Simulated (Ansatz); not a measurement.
# Ga4Sb3As: the cost of one run

Computed with Ansatz 0.2.0 (DFT PBE, scalar-relativistic, plane waves, PAW, unless a step's input says otherwise).

2 further runs of the same task are left out: 1 that didn't finish, 1 set aside as unsound or not needed. Runs told in other sessions of the task aren't counted.

## 1. The structure to begin with

It takes space group Pmm2 (No. 25, orthorhombic). The conventional cell has a = 4.314 Å, b = 8.629 Å, c = 6.093 Å, α = 90.00°, β = 90.00°, γ = 90.00°. Around Ga (site symmetry m) lie 1 As at 2.51 Å and 3 Sb at 2.67 to 2.71 Å. Ga (site symmetry mm2) is surrounded by 4 Sb at 2.66 to 2.67 Å. Ga (site symmetry mm2) has 2 As at 2.56 Å and 2 Sb at 2.68 Å in its first shell of neighbours. Sb (site symmetry m) has 4 Ga at 2.66 to 2.68 Å in its first shell of neighbours. Around Sb (site symmetry mm2) lie 4 Ga at 2.67 to 2.71 Å. As (site symmetry mm2) is surrounded by 4 Ga at 2.51 to 2.56 Å.

Structure file:

```
Ga Sb As
1.0
     4.31386    0.00000    0.00000
     0.00000    8.62890    0.00000
     0.00000    0.00000    6.09263
Ga Sb As
4 3 1
Direct
  0.00000 0.76355 0.00855
  0.50000 0.50000 0.50796
  0.00000 0.23644 0.00855
  0.50000 0.00000 0.47595
  0.50000 0.75729 0.74984
  0.00000 0.50000 0.24987
  0.50000 0.24271 0.74984
  0.00000 0.00000 0.24946
```

The cell was relaxed beforehand at this level, from a generated guess; it needn't be the stable form of this composition. At a tolerance of 0.05 Å it has space group Pmm2 (No. 25); it has 28.35 Å³/atom, an uncorrected energy of -0.20 eV/atom over the elements.

## 2. Bands, states and charges

input.yaml

```yaml
crystal:
  lattice:
    - [4.3138581, 0.0, 0.0]
    - [0.0, 8.6289022, 0.0]
    - [0.0, 0.0, 6.0926322]
  atoms:
    - { symbol: Ga, position: [0.0, 0.763555, 0.008545] }
    - { symbol: Ga, position: [0.5, 0.5, 0.507964] }
    - { symbol: Ga, position: [0.0, 0.236445, 0.008545] }
    - { symbol: Ga, position: [0.5, 0.0, 0.475949] }
    - { symbol: Sb, position: [0.5, 0.757289, 0.749836] }
    - { symbol: Sb, position: [0.0, 0.5, 0.249865] }
    - { symbol: Sb, position: [0.5, 0.242711, 0.749836] }
    - { symbol: As, position: [0.0, 0.0, 0.249461] }
basis:
  ecutwfc: 420
kpoints:
  mp_grid: { grid: [10, 6, 6] }
  band_path:
    path:
      - [[0.0, 0.0, 0.0], [0.5, 0.0, 0.0], [0.5, 0.5, 0.0], [0.0, 0.5, 0.0], [0.0, 0.0, 0.0], [0.0, 0.0, 0.5], [0.5, 0.0, 0.5], [0.5, 0.5, 0.5], [0.0, 0.5, 0.5], [0.0, 0.0, 0.5]]
      - [[0.5, 0.0, 0.0], [0.5, 0.0, 0.5]]
      - [[0.0, 0.5, 0.0], [0.0, 0.5, 0.5]]
      - [[0.5, 0.5, 0.0], [0.5, 0.5, 0.5]]
    npoints: 14
hamiltonian:
  xc: pbe
scf:
  occupations: { method: gaussian, width: 0.1 }
  n_extra_bands: 20
output:
  forces: true
  stress: true
  eigenvalues: true
  populations: true
  dos: { projected: true, de: 0.02, nscf_kmesh: { grid: [12, 8, 8] } }
  bader: true
  write_density: true
  write_potential: true
  elf: true
  volumetric_format: npy
```

The run is started by

```sh
> ansatz run input.yaml --threads 4 --pin off --max-ram 8192MiB --backend cpu --events-out ev --progress --plain --runs-dir out
```

Q: Estimate wall time and peak memory on 4 threads of Intel Xeon Platinum 8259CL at 2.50GHz (Skylake/Cascade Lake), shared host.

About 2.8 min, with a peak of 2.3 GiB.
